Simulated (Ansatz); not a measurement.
# CH6N2O2W: basis-set convergence

The task here is to estimate one member of a computed series from the others.

Computed with Ansatz 0.2.0, Gaussian basis. Level: one geometry, several basis sets.

Levels to be run: PBE0-D4/def2-SVP; ωB97M-V/def2-SVP; PBE0-D4/def2-QZVPP; ωB97M-V/def2-QZVPP; the functionals' def2-TZVPP values are taken from earlier runs.

### The geometry

An earlier PBE0-D4 in a triple-zeta def2 set relaxation fixed the geometry. W takes the def2 core potential; no spin-orbit term is included.

SMILES `C[O][W](=[NH])(=[NH])[OH]`, 12 atoms, charge 0, spin multiplicity 1.

Atoms are counted from 1 here; the program's logs count them from 0.

Bond lengths: C1–O2 1.403 Å, C1–H7 1.094 Å, C1–H8 1.094 Å, C1–H9 1.093 Å, O2–W3 1.879 Å, W3–N4 1.752 Å, W3–N5 1.752 Å, W3–O6 1.907 Å, N4–H10 1.006 Å, N5–H11 1.007 Å, O6–H12 0.959 Å. Angles: O2–C1–H7 109.6°, O2–C1–H8 111.3°, O2–C1–H9 109.0°, H7–C1–H8 109.1°, H7–C1–H9 108.6°, H8–C1–H9 109.1°, C1–O2–W3 135.6°, O2–W3–N4 108.7°, O2–W3–N5 107.9°, O2–W3–O6 111.3°, N4–W3–N5 112.4°, N4–W3–O6 108.9°, N5–W3–O6 107.7°, W3–N4–H10 158.5°, W3–N5–H11 155.5°, W3–O6–H12 119.7°.

The first run:

Contents of in.yaml:

```yaml
crystal:
  periodic: [false, false, false]
  atoms:
    - {symbol: C, position_ang: [-0.140227, -1.677880, 1.408403]}
    - {symbol: O, position_ang: [0.358044, -0.425064, 1.018855]}
    - {symbol: W, position_ang: [0.058316, 0.750841, -0.416101]}
    - {symbol: N, position_ang: [1.593804, 1.105971, -1.180671]}
    - {symbol: N, position_ang: [-1.072029, -0.015732, -1.514101]}
    - {symbol: O, position_ang: [-0.726632, 2.383802, 0.177639]}
    - {symbol: H, position_ang: [0.646989, -2.431720, 1.313685]}
    - {symbol: H, position_ang: [-0.995998, -1.974577, 0.794531]}
    - {symbol: H, position_ang: [-0.451975, -1.627639, 2.455264]}
    - {symbol: H, position_ang: [2.304312, 1.119084, -1.893146]}
    - {symbol: H, position_ang: [-1.384714, -0.383899, -2.397931]}
    - {symbol: H, position_ang: [-0.189890, 3.176792, 0.233574]}
basis:
  gaussian: {orbitals: def2-SVP}
hamiltonian: {xc: pbe0, dispersion: d4}
output: {orbitals: {seedname: orbitals}}
```

Run with:

```bash
ansatz run in.yaml --threads 4 --pin off --events-out ev --progress --plain --max-ram 11315MiB
```

Steps of the session up to this table: PBE0-D4 in def2-SVP; ωB97M-V in def2-SVP; PBE0-D4 in def2-QZVPP; ωB97M-V in def2-QZVPP.

One table of the session follows, with a row left open; its other results are not shown here.

It belongs to the step «Density functionals: the series». 

```
functional       basis  HOMO (eV)
   PBE0-D4    def2-SVP      -7.28
   PBE0-D4  def2-TZVPP      -7.37
   PBE0-D4  def2-QZVPP          ?
   ωB97M-V    def2-SVP      -9.54
   ωB97M-V  def2-TZVPP      -9.63
   ωB97M-V  def2-QZVPP      -9.68
```

Q: Estimate the row for PBE0-D4, def2-QZVPP from the others.

As computed: HOMO (eV): -7.41. In the column «HOMO (eV)» it lies between ωB97M-V, def2-SVP (-9.54) and PBE0-D4, def2-TZVPP (-7.37).
